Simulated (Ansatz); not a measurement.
# CH6AlNSi: rigid scan of one bond length in Python

How does the energy of CH6AlNSi change as one bond is stretched? A script is to give a rigid scan of one bond length; the system is CH6AlNSi.

Computed with Ansatz 0.2.0, driven from Python. Level of theory: PBE0/cc-pVDZ.

### 1 The structure

Bond lengths: Si1–N2 1.741 Å, N2–C3 1.470 Å, N2–Al4 1.982 Å, C3–Al4 1.979 Å, Si1–H5 1.480 Å, Si1–H6 1.519 Å, Si1–H7 1.505 Å, C3–H8 1.142 Å, C3–H9 1.060 Å, Al4–H10 1.522 Å. Angles (14 of 18 angles, heavy atoms first): Si1–N2–C3 109.9°, Si1–N2–Al4 106.6°, C3–N2–Al4 68.1°, N2–C3–Al4 68.3°, N2–Al4–C3 43.6°, N2–Si1–H5 115.1°, N2–Si1–H6 110.1°, N2–Si1–H7 110.2°, N2–C3–H8 109.0°, N2–C3–H9 117.6°, Al4–C3–H8 109.8°, Al4–C3–H9 123.3°, N2–Al4–H10 150.4°, C3–Al4–H10 149.0°.

No structure file is read: the coordinates are typed or built in the script.

### 2 The code

Input file scan.py:

```python
"""Potential curve of CH6AlNSi along one bond."""

import ansatz as az
import numpy as np

geometry_ang = [
    ("Si", (-0.964, 0.9825, -0.3814)),
    ("N", (0.3304, 0.4436, 0.6509)),
    ("C", (0.2294, -1.008, 0.8627)),
    ("Al", (1.593, -0.561, -0.4994)),
    ("H", (-1.4871, -0.0373, -1.3185)),
    ("H", (-2.1317, 1.4727, 0.4567)),
    ("H", (-0.524, 2.1763, -1.1857)),
    ("H", (0.7394, -1.2767, 1.8482)),
    ("H", (-0.6939, -1.4755, 0.6313)),
    ("H", (2.9917, -0.7678, -1.0619)),
]
molecule = az.Crystal.molecule()
for symbol, xyz in geometry_ang:
    molecule = molecule.atom(symbol, xyz)

symbols = [site.symbol for site in molecule.cartesian_sites]
start = np.array([site.position_ang for site in molecule.cartesian_sites])
axis = (start[7] - start[2]) / np.linalg.norm(start[7] - start[2])
moving = [7]
lengths, energies = [1.005, 1.05, 1.096, 1.142, 1.187, 1.233, 1.279, 1.347], []
for length in lengths:
    xyz = start.copy()
    xyz[moving] += (length - np.linalg.norm(start[7] - start[2])) * axis
    point = az.Crystal.molecule()
    for symbol, xyz in zip(symbols, xyz):
        point = point.atom(symbol, xyz.tolist())
    calc = (
        point.calculation()
        .basis(gaussian="cc-pVDZ")
        .functional("pbe0")
    )
    summary = calc.run(threads=1, backend="cpu").report
    energies.append(summary["free_energy_ev"])
    print(f"r = {length:6.3f} A  E = {energies[-1]:.5f} eV  <S^2> = {abs(summary['mean_field']['state']['spin_squared']):.3f}")

# quartic fit about the minimum
fit = np.polynomial.Polynomial.fit(lengths, np.array(energies) - min(energies), 4).convert()
roots = [r.real for r in fit.deriv().roots() if abs(r.imag) < 1e-9 and fit.deriv(2)(r.real) > 0]
r_e = min(roots, key=lambda r: abs(r - lengths[int(np.argmin(energies))]))
print(f"minimum of the fit at {r_e:.4f} A, force constant {fit.deriv(2)(r_e):.2f} eV/A^2")
```

### 3 The calls as engine input

The engine receives this input (first run):

```yaml
crystal:
  periodic: [false, false, false]
  atoms:
    - { symbol: Si, position_ang: [-0.964, 0.9825, -0.3814] }
    - { symbol: "N", position_ang: [0.3304, 0.4436, 0.6509] }
    - { symbol: C, position_ang: [0.2294, -1.008, 0.8627] }
    - { symbol: Al, position_ang: [1.593, -0.561, -0.4994] }
    - { symbol: H, position_ang: [-1.4871, -0.0373, -1.3185] }
    - { symbol: H, position_ang: [-2.1317, 1.4727, 0.4567] }
    - { symbol: H, position_ang: [-0.524, 2.1763, -1.1857] }
    - { symbol: H, position_ang: [0.6783304505700587, -1.2445247295454407, 1.7301920765427312] }
    - { symbol: H, position_ang: [-0.6939, -1.4755, 0.6313] }
    - { symbol: H, position_ang: [2.9917, -0.7678, -1.0619] }
basis:
  gaussian:
    orbitals: cc-pVDZ
hamiltonian:
  xc: pbe0
```

### 4 The run

Command:

```console
$ python scan.py
```

Q: Predict the main results. Wanted: range of energy; lowest point, distance.

As calculated:

| quantity | value |
| --- | --- |
| bond length at the fit's minimum | 1.0995 Å |
| runs compared | 8 |
| range of energy | 0.644 eV |
| lowest point, distance (Å) | 1.10 |

What this shows: The curve has its lowest point inside the range, at 1.10. The ends stand 0.179 and 0.644 eV above it. The distance scanned is the script's pair 2, 7. Notes:
- The rest of the molecule is held rigid at a force-field or estimated start geometry, and the basis set is modest; single-reference methods fail as a bond breaks.
- The orbitals are restricted, so S² is zero by construction.
